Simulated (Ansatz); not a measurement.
# FGeH₆NSi: up Jacob's ladder to CCSD(T)

One table from this session's results is given with a row withheld; the runs are named, their logs left out.

Computed with Ansatz 0.2.0, Gaussian basis. Level: functionals in def2-TZVPP, the program's frozen cores in correlated methods.

Plan: PBE-D4, r2SCAN-D4, PBE0-D4, B3LYP-D4, ωB97X-V, ωB97M-V, B2PLYP; CCSD(T)/def2-TZVPP; MP2/def2-QZVPP; extrapolation to the limit.

### The geometry

All runs share one geometry, relaxed beforehand with PBE0-D4 in a triple-zeta def2 set.

10 atoms, charge 0, spin multiplicity 1.

Atoms are counted from 1 here; the program's logs count them from 0.

Bond lengths: N1–Ge2 1.818 Å, N1–H5 1.010 Å, N1–H6 1.009 Å, Ge2–F3 1.761 Å, Ge2–Si4 2.383 Å, Ge2–H7 1.537 Å, Si4–H8 1.486 Å, Si4–H9 1.486 Å, Si4–H10 1.484 Å. Angles: Ge2–N1–H5 116.2°, Ge2–N1–H6 116.2°, H5–N1–H6 109.7°, N1–Ge2–F3 110.7°, N1–Ge2–Si4 110.2°, N1–Ge2–H7 107.4°, F3–Ge2–Si4 105.5°, F3–Ge2–H7 104.3°, Si4–Ge2–H7 118.5°, Ge2–Si4–H8 108.7°, Ge2–Si4–H9 109.6°, Ge2–Si4–H10 109.6°, H8–Si4–H9 109.4°, H8–Si4–H10 109.8°, H9–Si4–H10 109.7°.

The first run:

Contents of in.yaml:

```yaml
crystal:
  periodic: [false, false, false]
  atoms:
    - {symbol: N, position_ang: [-0.511296, 1.122232, -1.395169]}
    - {symbol: Ge, position_ang: [0.723707, 0.283740, -0.356680]}
    - {symbol: F, position_ang: [1.545726, -0.981095, -1.265835]}
    - {symbol: Si, position_ang: [-0.347935, -0.829214, 1.457014]}
    - {symbol: H, position_ang: [-0.149689, 1.669382, -2.162954]}
    - {symbol: H, position_ang: [-1.283251, 0.556014, -1.715096]}
    - {symbol: H, position_ang: [1.828313, 1.304938, -0.041018]}
    - {symbol: H, position_ang: [-1.493408, -1.613490, 0.926447]}
    - {symbol: H, position_ang: [-0.846404, 0.174635, 2.432117]}
    - {symbol: H, position_ang: [0.617140, -1.738142, 2.124176]}
basis:
  gaussian: {orbitals: def2-TZVPP}
hamiltonian: {xc: pbe, dispersion: d4}
output: {forces: true, orbitals: {seedname: orbitals}}
```

The run is started by

```bash
ansatz run in.yaml --threads 4 --pin off --events-out ev --progress --plain --max-ram 10444MiB
```

Among the steps run: PBE-D4 (GGA); r2SCAN-D4 (meta-GGA); PBE0-D4 (hybrid); B3LYP-D4 (hybrid); ωB97X-V (range-separated); ωB97M-V (range-separated); B2PLYP (double hybrid); CCSD(T) in def2-TZVPP; MP2 in def2-QZVPP.

One table of the session follows, with a row left open; its other results are not shown here.

```
            method  atomisation energy (eV)
            PBE-D4                   32.109
         r2SCAN-D4                        ?
           PBE0-D4                   31.598
          B3LYP-D4                   31.967
           ωB97X-V                   32.335
           ωB97M-V                   31.982
            B2PLYP                   31.623
     HF/def2-TZVPP                   22.720
    MP2/def2-TZVPP                   31.427
   CCSD/def2-TZVPP                   30.882
CCSD(T)/def2-TZVPP                   31.304
           MP2/CBS                   32.301
       CCSD(T)/CBS                   32.179
```

Estimate the missing values for r2SCAN-D4.

**Answer.** atomisation energy (eV): 31.934. In the column «atomisation energy (eV)» it lies between B2PLYP (31.623) and B3LYP-D4 (31.967).

Limits of these values: Free atoms (1 N, 1 Ge, 1 F, 1 Si, 6 H) were run apart at each level; the atomisation energy is their sum less the molecule, without zero-point or spin-orbit terms.
